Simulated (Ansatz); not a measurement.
# C₃H₁₁NSn: small, medium and large basis sets

An exercise on one series of results from a longer session: the logs are not shown, and one member is left open.

Method: one geometry, several basis sets; program: Ansatz 0.2.0, Gaussian basis.

Levels to be run: PBE0-D4/def2-SVP; ωB97M-V/def2-SVP; PBE0-D4/def2-QZVPP; ωB97M-V/def2-QZVPP; the functionals' def2-TZVPP values are taken from earlier runs.

## The relaxed structure

An earlier PBE0-D4 in a triple-zeta def2 set relaxation fixed the geometry. Sn takes the def2 core potential; no spin-orbit term is included.

SMILES `[CH3][Sn]([CH3])([CH3])[NH2]`, 16 atoms, charge 0, spin multiplicity 1.

Atoms are counted from 1 here; the program's logs count them from 0.

Bond lengths: C1–Sn2 2.151 Å, C1–H6 1.091 Å, C1–H7 1.092 Å, C1–H8 1.091 Å, Sn2–C3 2.139 Å, Sn2–C4 2.139 Å, Sn2–N5 2.042 Å, C3–H9 1.090 Å, C3–H10 1.091 Å, C3–H11 1.091 Å, C4–H12 1.090 Å, C4–H13 1.091 Å, C4–H14 1.091 Å, N5–H15 1.012 Å, N5–H16 1.012 Å. Angles: Sn2–C1–H6 110.2°, Sn2–C1–H7 110.4°, Sn2–C1–H8 110.2°, H6–C1–H7 108.6°, H6–C1–H8 108.7°, H7–C1–H8 108.6°, C1–Sn2–C3 110.8°, C1–Sn2–C4 110.7°, C1–Sn2–N5 112.6°, C3–Sn2–C4 112.6°, C3–Sn2–N5 104.9°, C4–Sn2–N5 105.0°, Sn2–C3–H9 109.6°, Sn2–C3–H10 110.6°, Sn2–C3–H11 110.4°, H9–C3–H10 109.0°, H9–C3–H11 108.7°, H10–C3–H11 108.5° and more.

The first run:

File in.yaml:

```yaml
crystal:
  periodic: [false, false, false]
  atoms:
    - {symbol: C, position_ang: [-1.005483, 0.501347, -1.759525]}
    - {symbol: Sn, position_ang: [-0.038226, 0.033464, 0.103357]}
    - {symbol: C, position_ang: [1.932920, 0.860717, 0.162588]}
    - {symbol: C, position_ang: [-0.057053, -2.075340, 0.458017]}
    - {symbol: N, position_ang: [-0.999302, 0.846921, 1.710865]}
    - {symbol: H, position_ang: [-1.040687, 1.582126, -1.904304]}
    - {symbol: H, position_ang: [-0.461434, 0.055047, -2.594034]}
    - {symbol: H, position_ang: [-2.025668, 0.114688, -1.761679]}
    - {symbol: H, position_ang: [2.389165, 0.650248, 1.130361]}
    - {symbol: H, position_ang: [2.554178, 0.429164, -0.623482]}
    - {symbol: H, position_ang: [1.895365, 1.941759, 0.020258]}
    - {symbol: H, position_ang: [0.412870, -2.289390, 1.418425]}
    - {symbol: H, position_ang: [0.486470, -2.601818, -0.327797]}
    - {symbol: H, position_ang: [-1.082527, -2.447244, 0.479022]}
    - {symbol: H, position_ang: [-1.034958, 1.858472, 1.699724]}
    - {symbol: H, position_ang: [-1.948531, 0.517139, 1.832604]}
basis:
  gaussian: {orbitals: def2-SVP}
hamiltonian: {xc: pbe0, dispersion: d4}
output: {orbitals: {seedname: orbitals}}
```

The run is started by

```bash
ansatz run in.yaml --threads 4 --pin off --events-out ev --progress --plain --max-ram 11315MiB
```

Steps of the session up to this table: PBE0-D4 in def2-SVP; ωB97M-V in def2-SVP; PBE0-D4 in def2-QZVPP; ωB97M-V in def2-QZVPP.

One of the session's tables, all rows but one given; the rest of the session is left out.

It belongs to the step «Functionals by basis». 

```
functional       basis  HOMO (eV)  LUMO (eV)
   PBE0-D4    def2-SVP      -6.43       0.98
   PBE0-D4  def2-TZVPP      -6.69       0.42
   PBE0-D4  def2-QZVPP      -6.73       0.05
   ωB97M-V    def2-SVP      -8.77       2.62
   ωB97M-V  def2-TZVPP          ?          ?
   ωB97M-V  def2-QZVPP      -9.05       1.21
```

Estimate the missing values for ωB97M-V, def2-TZVPP.

**Answer.** HOMO (eV): -9.01; LUMO (eV): 1.85. In the column «HOMO (eV)» it lies between ωB97M-V, def2-QZVPP (-9.05) and ωB97M-V, def2-SVP (-8.77).
